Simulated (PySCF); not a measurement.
# [PmCl2]+: other functionals and bases at one geometry

How far do other levels of theory move the description of [PmCl2]+, and what does each cost? The species was built from a template and needn't be a known compound.

Computed with PySCF 2.14.0. Level: several levels, as the steps say, no spin–orbit coupling.

1 further run of the same task is left out (for a known fault of the program).

## Step 1: Starting geometry

3 atoms, charge 1, spin multiplicity 1.

Bond lengths: Pm1–Cl2 2.434 Å, Pm1–Cl3 2.434 Å. Angles: Cl2–Pm1–Cl3 108.7°.

Coordinates:

```xyz
3
charge 1, multiplicity 1
Pm    0.0000    0.0000   -0.5733
Cl    1.9782    0.0000    0.8446
Cl   -1.9782    0.0000    0.8446
```

Formal oxidation states: Pm +3. Each metal's 4 4f electrons lie in its core potential, so multiplicities, spins and levels count the valence alone. An earlier session relaxed this geometry at PBE0, Pm lcecp-1-SVP with ECP50, Cl def2-SVP (singlet, point group C2v).

At PBE0 on the finer grid: E = -953.819335 Eh, HOMO -13.64 eV, LUMO -7.83 eV, Mulliken charge on Pm1 +1.32 e, largest force component 0.011 eV/Å. 

Levels to run: TPSS; HF; PBE0, TZVP. Hardware: 2 threads of Arm Neoverse V1, shared host.

## Step 2: TPSS

run.py (the lines that set the calculation) reads:

```python
mol = gto.M(atom='''
Pm     0.00000     0.00000    -0.57328
Cl     1.97824     0.00000     0.84457
Cl    -1.97824     0.00000     0.84457''',
    basis={'Pm': 'lcecp-1-SVP', 'Cl': 'def2-SVP'},
    ecp={'Pm': 'lcecp-1-SVP'},
    charge=1, spin=0)
mf = dft.RKS(mol, xc='TPSS')
mf.grids.atom_grid = (75, 302)  # f atoms: unpruned, at least (60, 302)
mf = mf.density_fit()  # fitting sets: Pm AutoAux, Cl def2-universal-JKFIT
mf.conv_tol = 1e-08; mf.max_cycle = 55
mf.kernel(dm0)  # dm0: the density of the relaxed state
```

Launch:

```
OMP_NUM_THREADS=2 python run.py
```

## Step 3: HF

Edit run.py (the lines that set the calculation) of step 2 so:

```diff
@@ -7,4 +7,3 @@
     charge=1, spin=0)
-mf = dft.RKS(mol, xc='TPSS')
-mf.grids.atom_grid = (75, 302)  # f atoms: unpruned, at least (60, 302)
+mf = scf.RHF(mol)
 mf = mf.density_fit()  # fitting sets: Pm AutoAux, Cl def2-universal-JKFIT
```

## Step 4: PBE0, TZVP

Basis: Pm lcecp-1-TZVP with ECP50, Cl def2-TZVP. 

run.py (the lines that set the calculation) reads:

```python
mol = gto.M(atom='''
Pm     0.00000     0.00000    -0.57328
Cl     1.97824     0.00000     0.84457
Cl    -1.97824     0.00000     0.84457''',
    basis={'Pm': 'lcecp-1-TZVP', 'Cl': 'def2-TZVP'},
    ecp={'Pm': 'lcecp-1-TZVP'},
    charge=1, spin=0)
mf = dft.RKS(mol, xc='PBE0')
mf.grids.atom_grid = (75, 302)  # f atoms: unpruned, at least (60, 302)
mf = mf.density_fit()  # fitting sets: Pm AutoAux, Cl def2-universal-JKFIT
mf.conv_tol = 1e-08; mf.max_cycle = 55
mf.kernel(dm0)  # dm0: free metal ions and neutral atoms
```

Before running it: what results should come out? Wanted: for each run, HOMO; gap; charge on Pm1; dipole; largest force.

As calculated:

| level | state | HOMO (eV) | gap (eV) | charge on Pm1 (e) | dipole (D) | largest force (eV/Å) | basis functions | time |
| --- | --- | --- | --- | --- | --- | --- | --- | --- |
| PBE0 (relaxed here) | singlet | -13.64 | 5.81 | 1.32 | 6.86 | 0.01 | 69 | 4.7 s |
| TPSS | singlet | -12.45 | 4.09 | 1.30 | 6.60 | 0.39 | 69 | 3.4 s |
| HF | singlet | -16.59 | 11.11 | 1.60 | 8.24 | 0.62 | 69 | 1.4 s |
| PBE0, TZVP | singlet | -13.58 | 5.87 | 1.59 | 6.75 | 0.25 | 121 | 6.9 s |

Times are on 2 threads of Arm Neoverse V1, shared host; the first row also made further properties. The dipole of a charged species depends on the origin, so these sizes hold for this origin alone.

In one basis the HOMO–LUMO gap runs from 4.09 eV (TPSS) to 11.11 eV (HF). The largest leftover force, 0.62 eV/Å with HF, stands at a geometry relaxed at another level. The Mulliken charge on Pm spans +1.30 to +1.60 e over the levels. With 4f in the core, its levels are missing from HOMO and gap. Total energies of different levels can't be compared. Spin–orbit coupling is left out throughout.
